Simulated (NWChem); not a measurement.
# Volume series of BP (zincblende structure): lattice constant and bulk modulus

The numbers come from NWChem runs, not from measurements. Level: LDA (Vosko), default library pseudopotentials (valence charges P 5, B 3), cutoff 30 Ha, shifted 4×4×4 mesh, two-atom cell, no spin-orbit coupling. The cell is scaled uniformly; the run nearest the minimum isn't listed, and energies count from the lowest row shown.

```csv
volume (Å³/cell),E (meV/atom)
20.94,?
21.38,7.7
21.83,0.0
22.72,0.1
23.16,7.1
23.61,18.1
```

### Question
Fit the energy as a cubic in V^(−2/3), give the equilibrium lattice constant and bulk modulus, and predict the withheld row.

### Answer
The minimum lies at V₀ = 22.26 Å³, so a₀ = (4V₀)^(1/3) = 4.465 Å, and B₀ = V·d²E/dV² ≈ 180 GPa. The fit predicts 21.4 meV/atom at 20.94 Å³; the run gave 21.4.
